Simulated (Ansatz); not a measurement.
**CH6ClNSi: shape, modes and thermochemistry**

What shape does CH6ClNSi take? The plan is to relax it, then compute its harmonic vibrations to see whether it is a minimum and to get the zero-point energy and entropy, and look at its orbitals and charge.

Method: RKS PBE0-D4/def2-TZVP; program: Ansatz 0.2.0, Gaussian basis.

Plan: relaxation at PBE-D4/def2-SVP; relaxation at PBE0-D4/def2-TZVP; harmonic vibrations at the same level; a single point in def2-TZVPP for the fields.

### Step 1. Starting geometry

SMILES `NC[SiH2]Cl`, 10 atoms, charge 0, spin multiplicity 1.

Atoms are counted from 1 here; the program's logs count them from 0.

Bond lengths: N1–C2 1.425 Å, N1–H5 1.084 Å, N1–H6 1.054 Å, C2–Si3 1.844 Å, C2–H7 1.105 Å, C2–H8 1.072 Å, Si3–Cl4 2.102 Å, Si3–H9 1.480 Å, Si3–H10 1.502 Å. Angles: C2–N1–H5 108.1°, C2–N1–H6 112.0°, H5–N1–H6 100.6°, N1–C2–Si3 111.2°, N1–C2–H7 111.5°, N1–C2–H8 110.9°, Si3–C2–H7 108.4°, Si3–C2–H8 107.9°, H7–C2–H8 106.6°, C2–Si3–Cl4 110.8°, C2–Si3–H9 112.9°, C2–Si3–H10 114.8°, Cl4–Si3–H9 102.2°, Cl4–Si3–H10 106.4°, H9–Si3–H10 108.7°.

The start is a force-field geometry with small random shifts, so a cheaper pass at PBE-D4/def2-SVP comes first.

### Step 2. Geometry optimisation, PBE-D4/def2-SVP (cheap first pass)

Input file in.yaml:

```yaml
crystal:
  periodic: [false, false, false]
  atoms:
    - {symbol: N, position_ang: [-1.442200, 0.352200, 0.177600]}
    - {symbol: C, position_ang: [-0.337300, -0.010700, -0.646300]}
    - {symbol: Si, position_ang: [1.084700, -0.602900, 0.366600]}
    - {symbol: Cl, position_ang: [1.819500, 0.938300, 1.593400]}
    - {symbol: H, position_ang: [-2.238200, 0.710200, -0.466000]}
    - {symbol: H, position_ang: [-1.244600, 1.220400, 0.742400]}
    - {symbol: H, position_ang: [0.004300, 0.839600, -1.264400]}
    - {symbol: H, position_ang: [-0.608300, -0.795000, -1.325700]}
    - {symbol: H, position_ang: [2.271100, -0.945500, -0.449700]}
    - {symbol: H, position_ang: [0.774100, -1.757800, 1.275100]}
basis:
  gaussian: {orbitals: def2-SVP}
hamiltonian: {xc: pbe, dispersion: d4}
relax: {f_tol: 0.03, max_steps: 200}
```

Started as:

```sh
$ ansatz run in.yaml --threads 2 --pin off --events-out ev --progress --plain --max-ram 4352MiB
```

The program printed (excerpt; [...] marks lines left out):

```text
Functional definition: PBE
  name "PBE"
  cite "Perdew, Burke & Ernzerhof, Phys. Rev. Lett. 77, 3865 (1996) doi:10.1103/PhysRevLett.77.3865"
  parent pbe
[...]
1069 factors; their error is unknown
[...]
mean field -23004.83751920 eV, -845.4121855916 hartree, gradient 5.4e-5 eV, S^2 0.000000; 0 other end points of the search recorded, 0 dependent functions left out
[...]
reference -23004.83755280 eV, -845.4121868265 hartree; 25, 25 occupied and 69, 69 virtual orbitals, 1069 factors
relax step   1: F+E_penalty+E_count = -23005.04578176 eV  Δ(F+E_penalty+E_count) = +0.000e0 eV  max|allowed force component| = 2.792e0 eV/Å  Δτ_max = 0.0000 Å  (27 SCF iters, accepted)
[...]
relax step   5: F+E_penalty+E_count = -23005.29117325 eV  Δ(F+E_penalty+E_count) = -2.141e-3 eV  max|allowed force component| = 4.783e-2 eV/Å  Δτ_max = 0.0477 Å  (28 SCF iters, accepted)
[...]
relax step   6: F+E_penalty+E_count = -23005.29180484 eV  Δ(F+E_penalty+E_count) = -6.316e-4 eV  max|allowed force component| = 2.939e-2 eV/Å  Δτ_max = 0.0314 Å  (28 SCF iters, accepted)
1069 factors; their error is unknown
[...]
mean field -23005.08130270 eV, -845.4211444700 hartree, gradient 2.2e-5 eV, S^2 0.000000; 1 other end points of the search recorded, 0 dependent functions left out
[...]
reference -23005.08133626 eV, -845.4211457033 hartree; 25, 25 occupied and 69, 69 virtual orbitals, 1069 factors
Total energy: -23005.29183840 eV, -845.4288815143 hartree
Atom 0 at    -1.430980     0.415069     0.190955 Å, force     0.015045    -0.029393    -0.024985 eV/Å
Atom 1 at    -0.333148     0.005481    -0.680402 Å, force    -0.002567     0.005579     0.027902 eV/Å
Atom 2 at     1.117285    -0.596073     0.375494 Å, force    -0.011932    -0.015896    -0.015085 eV/Å
Atom 3 at     1.630861     0.972985     1.669144 Å, force    -0.007550    -0.012152    -0.007381 eV/Å
Atom 4 at    -2.233011     0.745547    -0.360063 Å, force     0.011843     0.014703     0.019013 eV/Å
Atom 5 at    -1.130115     1.205569     0.775864 Å, force    -0.018668     0.010991    -0.010161 eV/Å
Atom 6 at     0.046269     0.770084    -1.409323 Å, force     0.000786    -0.000931    -0.008047 eV/Å
Atom 7 at    -0.642933    -0.872147    -1.294707 Å, force     0.003155     0.009817     0.009801 eV/Å
Atom 8 at     2.314656    -0.913826    -0.475601 Å, force     0.007994     0.009944    -0.002856 eV/Å
Atom 9 at     0.744215    -1.783890     1.211639 Å, force     0.001893     0.007338     0.011798 eV/Å
Dipole moment:    -0.186934     0.044990    -0.380297 e Å
```

Wall time 7.5 s (2 threads of INTEL XEON PLATINUM 8581C at 2.10GHz, shared host).

The steps of the relaxation:

```csv
step,energy from step 1 (eV),largest force component (eV/Å)
1,0.0000,2.7923
2,-0.2117,0.8911
3,-0.2405,0.1067
4,-0.2432,0.0470
5,-0.2454,0.0478
6,-0.2460,0.0294
```

Distances of close pairs at the start and the end, largest changes first:

```csv
bond,before (Å),after (Å),change (Å)
N1–H5,1.084,1.028,-0.057
C2–Si3,1.844,1.892,+0.049
C2–H8,1.072,1.115,+0.043
N1–C2,1.425,1.460,+0.035
N1–H6,1.054,1.028,-0.026
Si3–H9,1.480,1.503,+0.023
C2–H7,1.105,1.122,+0.017
Si3–Cl4,2.102,2.097,-0.005
```

### Step 3. Relaxation at PBE0-D4/def2-TZVP

Input file in.yaml:

```yaml
crystal:
  periodic: [false, false, false]
  atoms:
    - {symbol: N, position_ang: [-1.430980, 0.415069, 0.190955]}
    - {symbol: C, position_ang: [-0.333148, 0.005481, -0.680402]}
    - {symbol: Si, position_ang: [1.117285, -0.596073, 0.375494]}
    - {symbol: Cl, position_ang: [1.630861, 0.972985, 1.669144]}
    - {symbol: H, position_ang: [-2.233011, 0.745547, -0.360063]}
    - {symbol: H, position_ang: [-1.130115, 1.205569, 0.775864]}
    - {symbol: H, position_ang: [0.046269, 0.770084, -1.409323]}
    - {symbol: H, position_ang: [-0.642933, -0.872147, -1.294707]}
    - {symbol: H, position_ang: [2.314656, -0.913826, -0.475601]}
    - {symbol: H, position_ang: [0.744215, -1.783890, 1.211639]}
basis:
  gaussian: {orbitals: def2-TZVP}
hamiltonian: {xc: pbe0, dispersion: d4}
relax: {f_tol: 0.005, max_steps: 150}
```

Same command.

The program printed (excerpt; [...] marks lines left out):

```text
Functional definition: PBE0
  name "PBE0"
  cite "Adamo & Barone, J. Chem. Phys. 110, 6158 (1999) doi:10.1063/1.478522"
  cite "Perdew, Burke & Ernzerhof, Phys. Rev. Lett. 77, 3865 (1996) doi:10.1103/PhysRevLett.77.3865"
  parent pbe
[...]
1135 factors; their error is unknown
[...]
mean field -23017.43989426 eV, -845.8753143329 hartree, gradient 6.4e-5 eV, S^2 0.000000; 0 other end points of the search recorded, 0 dependent functions left out
[...]
reference -23017.43992567 eV, -845.8753154872 hartree; 25, 25 occupied and 147, 147 virtual orbitals, 1135 factors
relax step   1: F+E_penalty+E_count = -23017.61777839 eV  Δ(F+E_penalty+E_count) = +0.000e0 eV  max|allowed force component| = 6.816e-1 eV/Å  Δτ_max = 0.0000 Å  (27 SCF iters, accepted)
[...]
Atom 0 at    -1.432290     0.416440     0.172709 Å, force    -0.003472     0.000450     0.001226 eV/Å
Atom 1 at    -0.322037     0.005402    -0.672303 Å, force    -0.001314     0.001791    -0.004618 eV/Å
Atom 2 at     1.110816    -0.588157     0.373477 Å, force    -0.000371     0.002380    -0.002032 eV/Å
Atom 3 at     1.661542     0.945036     1.644409 Å, force     0.000501    -0.000041     0.000503 eV/Å
Atom 4 at    -2.215316     0.740304    -0.380219 Å, force     0.001568    -0.000642     0.000607 eV/Å
Atom 5 at    -1.157599     1.176819     0.781821 Å, force     0.000126    -0.000495    -0.000699 eV/Å
Atom 6 at     0.041219     0.768211    -1.379875 Å, force     0.001074    -0.001009     0.001168 eV/Å
Atom 7 at    -0.628743    -0.856965    -1.277935 Å, force     0.000194     0.000509     0.002137 eV/Å
Atom 8 at     2.284698    -0.910257    -0.475290 Å, force     0.000521    -0.001378     0.001410 eV/Å
Atom 9 at     0.740810    -1.748034     1.216207 Å, force     0.001173    -0.001565     0.000298 eV/Å
Dipole moment:    -0.171650     0.046550    -0.389766 e Å
```

Wall time 22 s (2 threads of INTEL XEON PLATINUM 8581C at 2.10GHz, shared host).

Step by step:

```csv
step,energy from step 1 (eV),largest force component (eV/Å)
1,0.0000,0.6816
2,-0.0405,0.2646
3,-0.0449,0.0423
4,-0.0453,0.0211
5,-0.0454,0.0162
6,-0.0455,0.0103
7,-0.0455,0.0046
```

Close pairs (by a distance rule), those that changed most:

```csv
bond,before (Å),after (Å),change (Å)
Si3–Cl4,2.097,2.066,-0.031
C2–Si3,1.892,1.871,-0.022
C2–H7,1.122,1.102,-0.020
Si3–H10,1.500,1.481,-0.019
Si3–H9,1.503,1.484,-0.019
C2–H8,1.115,1.098,-0.018
N1–H6,1.028,1.012,-0.016
N1–H5,1.028,1.012,-0.016
```

Mulliken charges at the end point, from the run's report:

```csv
atom,value (e)
N1,-0.51
C2,-0.24
Si3,0.36
Cl4,-0.27
H5,0.22
H6,0.23
H7,0.12
H8,0.12
H9,-0.02
H10,-0.01
```

### Step 4. Force constants and modes

Input file in.yaml:

```yaml
crystal:
  periodic: [false, false, false]
  atoms:
    - {symbol: N, position_ang: [-1.432290, 0.416440, 0.172709]}
    - {symbol: C, position_ang: [-0.322037, 0.005402, -0.672303]}
    - {symbol: Si, position_ang: [1.110816, -0.588157, 0.373477]}
    - {symbol: Cl, position_ang: [1.661542, 0.945036, 1.644409]}
    - {symbol: H, position_ang: [-2.215316, 0.740304, -0.380219]}
    - {symbol: H, position_ang: [-1.157599, 1.176819, 0.781821]}
    - {symbol: H, position_ang: [0.041219, 0.768211, -1.379875]}
    - {symbol: H, position_ang: [-0.628743, -0.856965, -1.277935]}
    - {symbol: H, position_ang: [2.284698, -0.910257, -0.475290]}
    - {symbol: H, position_ang: [0.740810, -1.748034, 1.216207]}
basis:
  gaussian: {orbitals: def2-TZVP}
hamiltonian: {xc: pbe0, dispersion: d4}
phonons: {temperatures: {t_min: 298.15, t_max: 900, t_step: 200}}
```

Same command.

The program printed (excerpt; [...] marks lines left out):

```text
Functional definition: PBE0
  name "PBE0"
  cite "Adamo & Barone, J. Chem. Phys. 110, 6158 (1999) doi:10.1063/1.478522"
  cite "Perdew, Burke & Ernzerhof, Phys. Rev. Lett. 77, 3865 (1996) doi:10.1103/PhysRevLett.77.3865"
  parent pbe
[...]
1135 factors; their error is unknown
[...]
mean field -23017.48499701 eV, -845.8769718285 hartree, gradient 6.1e-5 eV, S^2 0.000000; 0 other end points of the search recorded, 0 dependent functions left out
[...]
reference -23017.48502830 eV, -845.8769729784 hartree; 25, 25 occupied and 147, 147 virtual orbitals, 1135 factors
[...]
1135 factors; their error is unknown
mean field -23017.48479231 eV, -845.8769643058 hartree, gradient 1.4e-6 eV, S^2 0.000000; 0 other end points of the search recorded, 0 dependent functions left out
[...]
reference -23017.48482360 eV, -845.8769654556 hartree; 25, 25 occupied and 147, 147 virtual orbitals, 1135 factors
[...]
Atom 3 at     1.661542     0.945036     1.644409 Å, force     0.000506    -0.000025     0.000495 eV/Å
Atom 4 at    -2.215316     0.740304    -0.380219 Å, force     0.001565    -0.000639     0.000583 eV/Å
Atom 5 at    -1.157599     1.176819     0.781821 Å, force     0.000123    -0.000489    -0.000680 eV/Å
Atom 6 at     0.041219     0.768211    -1.379875 Å, force     0.001073    -0.000993     0.001164 eV/Å
Atom 7 at    -0.628743    -0.856965    -1.277935 Å, force     0.000190     0.000506     0.002133 eV/Å
Atom 8 at     2.284698    -0.910257    -0.475290 Å, force     0.000524    -0.001377     0.001407 eV/Å
Atom 9 at     0.740810    -1.748034     1.216207 Å, force     0.001176    -0.001561     0.000293 eV/Å
Dipole moment:    -0.171650     0.046550    -0.389767 e Å
Vibrations: 95.72 166.46 245.93 315.24 523.05 562.83 654.64 688.75 764.40 845.07 906.80 946.46 1091.89 1108.85 1258.15 1349.98 1465.46 1665.14 2236.70 2256.72 2971.34 3050.64 3527.89 3608.57 cm⁻¹, zero-point energy 2.002759 eV
```

Run time: 2 min. Hardware: 2 threads of INTEL XEON PLATINUM 8581C at 2.10GHz, shared host.

Motions are named by where the mode's potential energy lies. Wavenumbers, unscaled:

```csv
mode,cm⁻¹,motion
1,96,torsion
2,166,bend with torsion
3,246,torsion with bend
4,315,torsion with bend
5,523,Si–Cl stretch
6,563,bend with torsion
7,655,Si–C stretch with bend
8,689,bend with torsion
9,764,bend with torsion
10,845,bend with torsion
11,907,bend with torsion
12,946,bend with torsion
13,1092,C–N stretch with bend
14,1109,bend with C–N stretch
15,1258,bend
16,1350,bend
17,1465,bend
18,1665,bend
19,2237,Si–H stretch
20,2257,Si–H stretch
21,2971,C–H stretch
22,3051,C–H stretch
23,3528,N–H stretch
24,3609,N–H stretch
```

Ideal gas, rigid rotor and harmonic oscillator at 298.15 K and 1 bar, with symmetry number 1:

```csv
term,value
zero-point energy,193.2 kJ/mol
H(298) − E,211.6 kJ/mol
"entropy, translation",165.7 J/(mol K)
"entropy, rotation",110.7 J/(mol K)
"entropy, vibration",49.3 J/(mol K)
"entropy, total",325.7 J/(mol K)
```

### Step 5. Orbitals, density and potential

in.yaml, as its differences from that of step 4:

```diff
@@ -14,4 +14,4 @@
 basis:
-  gaussian: {orbitals: def2-TZVP}
+  gaussian: {orbitals: def2-TZVPP}
 hamiltonian: {xc: pbe0, dispersion: d4}
-phonons: {temperatures: {t_min: 298.15, t_max: 900, t_step: 200}}
+output: {orbitals: {seedname: orbitals}}
```

Launched as before.

The program printed:

```text
Functional definition: PBE0
  name "PBE0"
  cite "Adamo & Barone, J. Chem. Phys. 110, 6158 (1999) doi:10.1063/1.478522"
  cite "Perdew, Burke & Ernzerhof, Phys. Rev. Lett. 77, 3865 (1996) doi:10.1103/PhysRevLett.77.3865"
  parent pbe
  parameter a = 0.25
  parameter kappa = 0.804
  parameter beta = 0.06672455060314922
  exchange = (1 - a)*pbe_x(kappa = kappa, mu = beta*pi^2/3) + a*exact_x
  correlation = pbe_c(beta = beta)
1305 factors; their error is unknown
mean field evaluation 1: about -23010.7299 eV, gradient 5.7e1 eV
mean field evaluation 2: about -23004.2543 eV, gradient 7.6e1 eV
mean field evaluation 4: about -23017.4976 eV, gradient 2.9e0 eV
mean field evaluation 8: about -23017.5159 eV, gradient 3.8e-2 eV
mean field evaluation 16: about -23017.5618 eV, gradient 4.1e-5 eV
mean field -23017.56183010 eV, -845.8797953924 hartree, gradient 4.1e-5 eV, S^2 0.000000; 0 other end points of the search recorded, 0 dependent functions left out
reference -23017.56186115 eV, -845.8797965335 hartree; 25, 25 occupied and 205, 205 virtual orbitals, 1305 factors
Total energy: -23017.74011570 eV, -845.8863472673 hartree
```

It took 2.9 s on 2 threads of INTEL XEON PLATINUM 8581C at 2.10GHz, shared host; peak memory 0.54 GiB.

The fields below are evaluated on a grid from the run's orbitals.

Frontier orbitals at PBE0-D4/def2-TZVPP, with the share of their density that lies nearest to each atom:

```csv
orbital,energy (eV),lies on
HOMO,-7.13,"N1 60 %; H7 11 %; H5, H6 about 8 % each"
LUMO,0.31,"Si3 22 %; Cl4 20 %; H9, H10 about 17 % each"
```

ELF in a plane through or near 5 of the atoms.

Ten even steps from ' ' (0.00) to '@' (0.99):
```
                                                        
                                                        
              ....::::....                              
          ..--++**##****==::                            
          --++##%%%%%%##**--      ....                  
        ..==**%%%%%%%%%%##::    --##**::                
        ..--++####%%####**..  --%%@@@@==..              
          ..--++**####**==    ==@@@@@@==::              
              ::--..::..::::..--**==++##%%%%**--        
            ..::..++##::::##++**##==++@@@@@@@@++..      
        ..++****--****--++@@**==%%##**%%@@@@@@++..      
      ..++%%@@@@%%::..::##%%==::====::--++##**::        
      ::##@@@@@@@@%%--::==**%%@@@@**::                  
        ==@@@@@@@@**..  ..**@@@@@@%%++                  
        ..++##%%**::      **@@@@@@%%++                  
            ......        --**%%%%++::                  
                            ..::::                      
                                                        
                                                        
                                                        
```
The map spans 9.9 Å across and 8.9 Å up, centred on the molecule. Atoms in the plane (x, y in Å): N1 (1.4, 0.4), Si3 (-1.3, 0.0), H5 (2.4, 0.1), H6 (1.3, 1.3), H8 (0.6, -1.5).

On the surface of density 0.002 e/bohr³ the electrostatic potential runs, from the 1st to the 99th percentile, from -1.41 V near N1 to 1.47 V near H5.

### Step 6. Results

```
                  quantity            value
               point group               C1
                     steps            6 + 7
shift from the start (rms)          0.093 Å
              total energy   -23017.6633 eV
           dispersion term         -178 meV
             dipole moment           2.06 D
lowest, highest wavenumber    96, 3609 cm⁻¹
         zero-point energy     193.2 kJ/mol
       entropy at 298.15 K  325.7 J/(mol K)
                HOMO, LUMO   -7.13, 0.31 eV
```

**Reading.** The relaxed geometry lies 0.09 Å (rms) from the start; the bond that changed most is N1–H5, from 1.084 to 1.012 Å. No mode is imaginary: a true minimum at this level. The stiffest mode, 3609 cm⁻¹, is an N–H stretch, and 2 modes under 200 cm⁻¹ make the vibrational entropy uncertain. Harmonic hybrid wavenumbers usually lie a few per cent above measured fundamentals. The largest Mulliken charge, -0.51 e, sits on N1. The HOMO lies mostly on N1 60 %; H7 11 % and the LUMO on Si3 22 %; Cl4 20 %.
